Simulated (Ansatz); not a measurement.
This script makes an atomisation energy of CH₅BrOSi, SMILES CO[SiH2]Br with Ansatz 0.2.0, Python API.

The script, `ch5brosi.py`:
```python
"""Atomisation energy of CH5BrOSi at the given geometry."""

from collections import Counter

import ansatz as az

BASIS_SET = "cc-pVDZ"
XC = "PBE0"


def energy_of(molecule, charge=0, unpaired=0):
    calc = molecule.calculation().basis(gaussian=BASIS_SET).functional(XC)
    if charge:
        calc = calc.charge(charge)
    if unpaired:
        calc = calc.spin("collinear", total=unpaired)
    return calc.run(threads=1).report["free_energy_ev"]


def main() -> None:
    geometry_ang = [
        ("C", (-0.5204, 0.4011, -1.1497)),
        ("O", (0.2272, -0.5948, -0.6199)),
        ("Si", (0.4414, -0.6337, 1.0113)),
        ("Br", (2.0373, 0.9164, 1.568)),
        ("H", (-1.5862, 0.408, -0.7776)),
        ("H", (-0.6306, 0.3122, -2.2454)),
        ("H", (-0.0951, 1.4328, -0.9805)),
        ("H", (-0.7669, -0.3332, 1.7134)),
        ("H", (0.9818, -1.9551, 1.4633)),
    ]
    molecule = az.Crystal.molecule()
    for symbol, xyz in geometry_ang:
        molecule = molecule.atom(symbol, xyz)

    # Hund ground states
    unpaired = {"C": 2, "O": 2, "Si": 2, "Br": 1, "H": 1}
    counts = Counter(site.symbol for site in molecule.cartesian_sites)
    atom_energy = {s: energy_of(az.Crystal.molecule().atom(s, (0, 0, 0)), 0, unpaired[s]) for s in counts}
    whole = energy_of(molecule, 0, 0)
    for s, e in atom_energy.items():
        print(f"{s:2s} x{counts[s]}  {e:14.5f} eV")
    print(f"CH5BrOSi: {whole:.5f} eV")
    split = sum(counts[s] * e for s, e in atom_energy.items()) - whole
    print(f"atomisation energy (no zero-point term): {96.485332 * split:.1f} kJ/mol, {split / sum(counts.values()):.3f} eV an atom")


if __name__ == "__main__":
    main()
```

What does it cost to take this molecule apart into atoms?

2996.1 kJ/mol from the electronic energies, without the zero-point term.

The run itself:

```console
$ python ch5brosi.py
C  x1     -1028.56355 eV
O  x1     -2040.66463 eV
Si x1     -7870.82154 eV
Br x1    -70036.24996 eV
H  x5       -13.61358 eV
CH5BrOSi: -81075.41992 eV
atomisation energy (no zero-point term): 2996.1 kJ/mol, 3.450 eV an atom
```

Total energies depend on the basis set; only differences at equal settings carry meaning. The geometry is a force-field or estimated start, not a minimum of this method, and the basis set is short of its limit. All parts are taken at fixed geometry, without zero-point energy. For Al to Cl the sets with a tight d function, cc-pV(X+d)Z, are usual. The spin-orbit lowering of heavy atoms is left out. It ran for 5.3 s on 1 thread of Arm Neoverse V2, with other jobs on the host, peak memory 0.27 GiB.

(Lines on the test bed's own set-up are left out of the output.)
